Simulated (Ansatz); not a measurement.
# GaH3: the cost of one run

Method: the levels named in each step, in Ansatz 0.2.0.

**1. The structure to begin with**

Bond lengths: Ga1–H2 1.567 Å, Ga1–H3 1.567 Å, Ga1–H4 1.567 Å. Angles: H2–Ga1–H3 120.0°, H2–Ga1–H4 120.0°, H3–Ga1–H4 120.0°.

Structure file:

```xyz
4

Ga    0.0000    0.0000    0.0000
H     0.0014    1.5669   -0.0047
H     1.3563   -0.7846    0.0087
H    -1.3577   -0.7823   -0.0039
```

**2. A rough first relaxation, PBE-D4/def2-SVP**

This run stands in another session on the same molecule. It ended at:

```xyz
4

Ga    0.0000    0.0000    0.0000
H     0.0014    1.5812   -0.0048
H     1.3686   -0.7918    0.0087
H    -1.3700   -0.7894   -0.0039
```

**3. Relaxation, PBE0-D4/def2-TZVPP**

This run stands in another session on the same molecule. It ended at:

```xyz
4

Ga    0.0000    0.0000    0.0000
H     0.0014    1.5667   -0.0047
H     1.3561   -0.7845    0.0087
H    -1.3575   -0.7822   -0.0039
```

**4. Frequencies, PBE0-D4/def2-TZVPP**

File input.yaml:

```yaml
crystal:
  periodic: [false, false, false]
  atoms:
    - { symbol: Ga, position_ang: [2.2e-06, 3.82e-06, 3.25e-06] }
    - { symbol: H, position_ang: [0.00135678, 1.56667725, -0.00473048] }
    - { symbol: H, position_ang: [1.35610206, -0.78447313, 0.00866772] }
    - { symbol: H, position_ang: [-1.35745104, -0.78216793, -0.00391048] }
basis:
  gaussian: { orbitals: def2-TZVPP }
hamiltonian:
  xc: pbe0
  dispersion: d4
phonons: {}
```

On the command line:

```console
$ ansatz run input.yaml --threads 2 --pin off --max-ram 5120MiB --backend cpu --events-out ev --progress --plain --runs-dir out
```

What time and memory should one allow on 2 threads of Oxide Virtual Turin-like (Zen 5), shared host?

About 13 s, with a peak of 0.15 GiB.
